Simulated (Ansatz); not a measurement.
# Sr2ReNiO6: the cost of one run

Program: Ansatz 0.2.0. Level of theory: DFT PBEsol+U (U_eff = 7 eV on Ni d, Re d), plane waves, PAW, no spin–orbit coupling unless a run says so. These are calculated values, not measurements.

2 further runs of the same task are left out: 2 that didn't finish.

### 1 Starting point

The structure is tetragonal, space group I4/m (No. 87). Conventional cell: a = 5.545 Å, b = 5.545 Å, c = 7.918 Å, α = 90.00°, β = 90.00°, γ = 90.00°. Sr (site symmetry -4) has 12 O at 2.63 to 2.95 Å as nearest neighbours. Ni (site symmetry 4/m) is surrounded by 6 O at 2.03 to 2.04 Å. Re (site symmetry 4/m) is surrounded by 6 O at 1.92 Å. O (site symmetry m) has 1 Re at 1.92 Å and 1 Ni at 2.03 Å and 2 Sr at 2.63 Å as nearest neighbours. Around O (site symmetry 4) lie 1 Re at 1.92 Å and 1 Ni at 2.04 Å and 4 Sr at 2.77 Å.

Coordinates:

```
CELL_PARAMETERS angstrom
-2.77260 2.77260 3.95895
2.77260 -2.77260 3.95895
2.77260 2.77260 -3.95895
ATOMIC_POSITIONS crystal
Sr 0.75000 0.25000 0.50000
Sr 0.25000 0.75000 0.50000
Ni 0.00000 0.00000 0.00000
Re 0.50000 0.50000 0.00000
O 0.22770 0.28610 0.51380
O 0.28610 0.77230 0.05840
O 0.77230 0.71390 0.48620
O 0.71390 0.22770 0.94160
O 0.25710 0.25710 0.00000
O 0.74290 0.74290 0.00000
```

An earlier series on this cell reached its lowest free state from «ferromagnetic start, free, natural orbitals of the symmetric run filled by rank», perhaps among other starts.

### 2 Ferromagnetic start, free, default search

File input.yaml:

```yaml
crystal:
  lattice:
    - [-2.77259988, 2.77259988, 3.95894983]
    - [2.77259988, -2.77259988, 3.95894983]
    - [2.77259988, 2.77259988, -3.95894983]
  atoms:
    - { symbol: Sr, position: [0.75, 0.25, 0.5] }
    - { symbol: Sr, position: [0.25, 0.75, 0.5] }
    - { symbol: Ni, position: [0.0, 0.0, 0.0], spin: 2.0 }
    - { symbol: Re, position: [0.5, 0.5, 0.0], spin: 1.0 }
    - { symbol: O, position: [0.2277, 0.2861, 0.5138] }
    - { symbol: O, position: [0.2861, 0.7723, 0.0584] }
    - { symbol: O, position: [0.7723, 0.7139, 0.4862] }
    - { symbol: O, position: [0.7139, 0.2277, 0.9416] }
    - { symbol: O, position: [0.2571, 0.2571, 0.0] }
    - { symbol: O, position: [0.7429, 0.7429, 0.0] }
basis:
  ecutwfc: 420
  ecutrho_ratio: 4
kpoints:
  mp_grid: { grid: [5, 5, 5] }
hamiltonian:
  xc: pbesol
  hubbard:
    sites: [{ site: 2, l: d, u_eff: 7.0 }, { site: 3, l: d, u_eff: 7.0 }]
scf:
  occupations: { method: gaussian, width: 0.05 }
output:
  forces: true
  stress: true
  eigenvalues: true
  populations: true
  hubbard: { sites: [{ site: 2, l: d }, { site: 3, l: d }] }
magnetization:
  spin_polarized: true
```

Launch:

```sh
ansatz run input.yaml --threads 8 --pin off --max-ram 12288MiB --backend cpu --events-out ev --progress --plain --runs-dir out
```

Q: Estimate wall time and peak memory on 8 threads of Arm Neoverse N1, shared host.

About 6 min, with a peak of 2.8 GiB.
